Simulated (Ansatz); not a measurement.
**CH₄ClGe radical: one species, many methods**

How much do the methods differ for CH₄ClGe radical? The plan is to run it at one geometry with functionals of several rungs and with coupled cluster, and see how far each lands from CCSD(T) at the basis-set limit for the atomisation energy.

The runs use Ansatz 0.2.0, Gaussian basis; functionals in def2-TZVPP, the program's frozen cores in correlated methods.

Plan: LDA (SPW92), PBE-D4, revPBE-D4, BLYP-D4, r2SCAN-D4, B97M-V, PBE0-D4, B3LYP-D4, r2SCANh-D4, r2SCAN0-D4, HSE06-D4, BHLYP-D4, CAM-B3LYP-D4, LC-ωPBE, ωB97X-V, ωB97M-V, B2PLYP, PBE-QIDH; CCSD(T)/def2-SVP; CCSD(T)/def2-TZVPP; CCSD(T)/def2-QZVPP; extrapolation to the limit; RPA on PBE.

**1. The geometry**

All runs share one geometry, relaxed beforehand with PBE0-D4 in a triple-zeta def2 set.

SMILES `[CH3][GeH][Cl]`, 7 atoms, charge 0, spin multiplicity 2.

Atoms are counted from 1 here; the program's logs count them from 0.

Bond lengths: C1–Ge2 1.957 Å, C1–H4 1.092 Å, C1–H5 1.089 Å, C1–H6 1.091 Å, Ge2–Cl3 2.169 Å, Ge2–H7 1.553 Å. Angles: Ge2–C1–H4 108.6°, Ge2–C1–H5 110.0°, Ge2–C1–H6 109.7°, H4–C1–H5 109.4°, H4–C1–H6 109.5°, H5–C1–H6 109.6°, C1–Ge2–Cl3 107.0°, C1–Ge2–H7 112.6°, Cl3–Ge2–H7 105.6°.

Geometry (Å):

```xyz
7
charge 0, multiplicity 2
C    -0.73313    0.43845   -0.26188
Ge    0.70540   -0.88548   -0.18313
Cl    1.01699   -1.36174    1.90946
H    -0.43341    1.31445    0.31732
H    -1.64619    0.02137    0.16083
H    -0.90994    0.72941   -1.29817
H     2.06138   -0.32446   -0.69013
```

**2. LDA**

This LDA is Slater exchange with PW92 correlation.

in.yaml

```yaml
crystal:
  periodic: [false, false, false]
  atoms:
    - {symbol: C, position_ang: [-0.733126, 0.438448, -0.261882]}
    - {symbol: Ge, position_ang: [0.705405, -0.885483, -0.183130]}
    - {symbol: Cl, position_ang: [1.016989, -1.361744, 1.909462]}
    - {symbol: H, position_ang: [-0.433410, 1.314452, 0.317323]}
    - {symbol: H, position_ang: [-1.646194, 0.021373, 0.160827]}
    - {symbol: H, position_ang: [-0.909942, 0.729411, -1.298171]}
    - {symbol: H, position_ang: [2.061380, -0.324457, -0.690131]}
basis:
  gaussian: {orbitals: def2-TZVPP}
magnetization: {spin_polarized: true, initial_magnetization: 1}
hamiltonian: {xc: lda}
output: {orbitals: {seedname: orbitals}}
```

Started as:

```console
$ ansatz run in.yaml --threads 2 --pin off --events-out ev --progress --plain --max-ram 32768MiB --backend cpu
```

After this run come: PBE-D4 (GGA); revPBE-D4 (GGA); BLYP-D4 (GGA); r2SCAN-D4 (meta-GGA); B97M-V (meta-GGA); B3LYP-D4 (hybrid); r2SCANh-D4 (hybrid); r2SCAN0-D4 (hybrid); HSE06-D4 (hybrid); BHLYP-D4 (hybrid); CAM-B3LYP-D4 (range-separated); LC-ωPBE (range-separated); ωB97X-V (range-separated); ωB97M-V (range-separated); B2PLYP (double hybrid); PBE-QIDH (double hybrid); CCSD(T) in def2-SVP; CCSD(T) in def2-TZVPP; CCSD(T) in def2-QZVPP; RPA on PBE orbitals.

Before running them: what should the planned runs give, taken together? Wanted: atomisation energy, CCSD(T)/CBS; farthest beyond LDA; mean size of error, GGA; mean size of error, meta-GGA; mean size of error, hybrid; mean size of error, range-separated; mean size of error, double hybrid; gap, smallest and largest; T1 diagnostic.

The runs gave:

| quantity | value |
| --- | --- |
| atomisation energy, CCSD(T)/CBS | 2183.1 kJ/mol |
| functionals within 21.8 kJ/mol (1.0 %) | revPBE-D4, r2SCAN-D4, PBE0-D4, B3LYP-D4, r2SCANh-D4, r2SCAN0-D4, HSE06-D4, CAM-B3LYP-D4, LC-ωPBE, ωB97X-V, ωB97M-V, PBE-QIDH |
| farthest beyond LDA | BHLYP-D4 (-47.8 kJ/mol) |
| mean size of error, GGA | 23.0 kJ/mol |
| mean size of error, meta-GGA | 24.1 kJ/mol |
| mean size of error, hybrid | 13.5 kJ/mol |
| mean size of error, range-separated | 6.8 kJ/mol |
| mean size of error, double hybrid | 14.6 kJ/mol |
| gap, smallest and largest | 0.93 eV (LDA (SPW92)), 8.31 eV (LC-ωPBE) |
| T1 diagnostic | 0.0116 |
| triples share of the correlation energy | 3.8 % |

What this shows: The LDA atomisation energy is off by 291.4 kJ/mol (13 %): it overbinds. PBE-D4 is off by +26.1 kJ/mol. Double hybrids carry the basis error of their MP2 part in triple zeta, and no dispersion term here, so their miss is partly the set-up's. The rungs range-separated, hybrid, double hybrid miss on average by less than the doubt on the reference (21.8 kJ/mol), so they tie. Misses under about 21.8 kJ/mol are within the doubt on the reference itself, which lacks core-valence correlation, relativity and higher excitations, and its outer-core shells are covered unevenly. Hartree-Fock recovers 75 % of the binding; the rest is correlation. CCSD(T) in def2-SVP is off by -132.2 kJ/mol, which most functionals beat. The gap grows from 0.9 to 8.3 eV across the functionals, mostly with the share of exact exchange. Correlated methods include outer-core shells of Ge, which these sets cover unevenly.
